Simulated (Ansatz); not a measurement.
# YbFe3 (AuCu3 type): a single-point run

The task is a single-point run on YbFe3 (AuCu3 type). The structure is shown as the input types it.

Method: Kohn-Sham DFT, with the functional, basis and potentials that each input names, in Ansatz 0.2.0.

2 further runs of the same task are left out: 2 that didn't finish. Runs told in other sessions of the task aren't counted.

## (1) The system as given

It takes space group Pm-3m (No. 221, cubic). The conventional cell has a = 3.915 Å, b = 3.915 Å, c = 3.915 Å, α = 90.00°, β = 90.00°, γ = 90.00°. Yb (site symmetry m-3m) is surrounded by 12 Fe at 2.77 Å. Around Fe (site symmetry 4/mmm) lie 4 Yb at 2.77 Å and 8 Fe at 2.77 Å.

Structure file:

```xyz
4
Lattice="3.9152 0.0000 0.0000 0.0000 3.9152 0.0000 0.0000 0.0000 3.9152" Properties=species:S:1:pos:R:3 pbc="T T T"
Yb    0.0000    0.0000    0.0000
Fe    0.0000    1.9576    1.9576
Fe    1.9576    1.9576    0.0000
Fe    1.9576    0.0000    1.9576
```

## (2) The calculation

Input file input.yaml:

```yaml
crystal:
  lattice:
    - [3.9152044762, 0.0, 0.0]
    - [0.0, 3.9152044762, 0.0]
    - [0.0, 0.0, 3.9152044762]
  atoms:
    - { symbol: Yb, position: [0.0, 0.0, 0.0] }
    - { symbol: Fe, position: [0.0, 0.5, 0.5], spin: 2.5 }
    - { symbol: Fe, position: [0.5, 0.5, 0.0], spin: 2.5 }
    - { symbol: Fe, position: [0.5, 0.0, 0.5], spin: 2.5 }
basis:
  ecutwfc: 420
  ecutrho_ratio: 4
kpoints:
  mp_grid: { grid: [8, 8, 8] }
hamiltonian:
  xc: pbe
  pseudopotentials: { kind: nc }
scf:
  occupations: { method: gaussian, width: 0.05 }
  max_iter: 75
output:
  forces: true
  stress: true
magnetization:
  spin_polarized: true
  spin_orbit: true
```

Launch:

```bash
$ ansatz run input.yaml --threads 2 --pin off --max-ram 2662MiB --backend cpu --events-out ev --progress --plain --runs-dir out
```

Q: Will this input give a usable result? If not, why, and what should change?

Nothing was computed: the input was turned down at the start. Its message: «2 input errors — fix all and re-run 1. inconsistent input (magnetization.spin_orbit, magnetization.noncollinear): true requires noncollinear: true — spin–orbit coupling acts on 2-spinor wavefunctions; set both flags»

In the input, magnetization.spin_orbit is true. Spin-orbit coupling needs two-component spinors and fully relativistic potentials, and the input doesn't provide both.

Fix: delete magnetization.spin_orbit (the default then holds).
